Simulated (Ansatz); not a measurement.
# C₃H₈OSi: a ladder of functionals and wavefunction methods

The task here is to estimate one member of a computed series from the others.

The runs use Ansatz 0.2.0, Gaussian basis; functionals in def2-TZVPP, the program's frozen cores in correlated methods.

Plan: PBE-D4, r2SCAN-D4, PBE0-D4, B3LYP-D4, ωB97X-V, ωB97M-V, B2PLYP; CCSD(T)/def2-TZVPP; MP2/def2-QZVPP; extrapolation to the limit.

## The relaxed structure

The geometry comes from an earlier relaxation with PBE0-D4 in a triple-zeta def2 set; it is a stationary point, not always the lowest conformer.

13 atoms, charge 0, spin multiplicity 1.

Atoms are counted from 1 here; the program's logs count them from 0.

Bond lengths: C1–C2 1.327 Å, C1–H6 1.081 Å, C1–H7 1.084 Å, C2–O3 1.349 Å, C2–H8 1.086 Å, O3–Si4 1.664 Å, Si4–C5 1.853 Å, Si4–H9 1.488 Å, Si4–H10 1.488 Å, C5–H11 1.092 Å, C5–H12 1.093 Å, C5–H13 1.092 Å. Angles: C2–C1–H6 119.4°, C2–C1–H7 122.8°, H6–C1–H7 117.8°, C1–C2–O3 126.8°, C1–C2–H8 121.6°, O3–C2–H8 111.7°, C2–O3–Si4 126.3°, O3–Si4–C5 106.1°, O3–Si4–H9 109.4°, O3–Si4–H10 109.4°, C5–Si4–H9 111.8°, C5–Si4–H10 111.8°, H9–Si4–H10 108.4°, Si4–C5–H11 110.8°, Si4–C5–H12 110.3°, Si4–C5–H13 110.8°, H11–C5–H12 108.2°, H11–C5–H13 108.4° and more.

Coordinates:

```
C    -1.5982    1.7734   -0.6377
C    -0.4289    1.8253   -0.0118
O     0.3729    0.7829    0.2896
Si    0.0784   -0.8180   -0.0561
C     1.5310   -1.7605    0.6046
H    -2.1442    2.6887   -0.8185
H    -2.0395    0.8448   -0.9815
H    -0.0053    2.7673    0.3243
H    -1.1934   -1.2385    0.5924
H    -0.0668   -0.9879   -1.5274
H     2.4564   -1.4313    0.1273
H     1.4086   -2.8295    0.4122
H     1.6289   -1.6165    1.6826
```

The first run:

The input, in.yaml:

```yaml
crystal:
  periodic: [false, false, false]
  atoms:
    - {symbol: C, position_ang: [-1.598211, 1.773355, -0.637693]}
    - {symbol: C, position_ang: [-0.428923, 1.825265, -0.011834]}
    - {symbol: O, position_ang: [0.372854, 0.782885, 0.289638]}
    - {symbol: Si, position_ang: [0.078372, -0.817978, -0.056084]}
    - {symbol: C, position_ang: [1.531046, -1.760547, 0.604610]}
    - {symbol: H, position_ang: [-2.144166, 2.688739, -0.818534]}
    - {symbol: H, position_ang: [-2.039474, 0.844811, -0.981460]}
    - {symbol: H, position_ang: [-0.005289, 2.767279, 0.324252]}
    - {symbol: H, position_ang: [-1.193443, -1.238526, 0.592356]}
    - {symbol: H, position_ang: [-0.066778, -0.987943, -1.527447]}
    - {symbol: H, position_ang: [2.456427, -1.431348, 0.127319]}
    - {symbol: H, position_ang: [1.408626, -2.829546, 0.412244]}
    - {symbol: H, position_ang: [1.628949, -1.616464, 1.682643]}
basis:
  gaussian: {orbitals: def2-TZVPP}
hamiltonian: {xc: pbe, dispersion: d4}
output: {forces: true, orbitals: {seedname: orbitals}}
```

On the command line:

```
$ ansatz run in.yaml --threads 2 --pin off --events-out ev --progress --plain --max-ram 32768MiB --backend cuda --devices 0, --max-vram 18GiB
```

Steps of the session up to this table: PBE-D4 (GGA); r2SCAN-D4 (meta-GGA); PBE0-D4 (hybrid); B3LYP-D4 (hybrid); ωB97X-V (range-separated); ωB97M-V (range-separated); B2PLYP (double hybrid); CCSD(T) in def2-TZVPP; MP2 in def2-QZVPP.

One of the session's tables, all rows but one given; the rest of the session is left out.

It belongs to the step «Atomisation energies». 

| method | atomisation energy (kJ/mol) |
| --- | --- |
| PBE-D4 | 5111.0 |
| r2SCAN-D4 | 5048.8 |
| PBE0-D4 | 5037.5 |
| B3LYP-D4 | 5040.9 |
| ωB97X-V | 5045.4 |
| ωB97M-V | 5050.3 |
| B2PLYP | ? |
| HF/def2-TZVPP | 3757.0 |
| MP2/def2-TZVPP | 4977.4 |
| CCSD/def2-TZVPP | 4851.8 |
| CCSD(T)/def2-TZVPP | 4917.5 |
| MP2/CBS | 5098.2 |
| CCSD(T)/CBS | 5038.4 |

Q: Estimate the row for B2PLYP from the others.

The run gave: atomisation energy (kJ/mol): 4989.4. In the column «atomisation energy (kJ/mol)» it lies between MP2/def2-TZVPP (4977.4) and PBE0-D4 (5037.5).

To keep in mind: Free atoms (3 C, 1 O, 1 Si, 8 H) were run apart at each level; the atomisation energy is their sum less the molecule, without zero-point or spin-orbit terms.
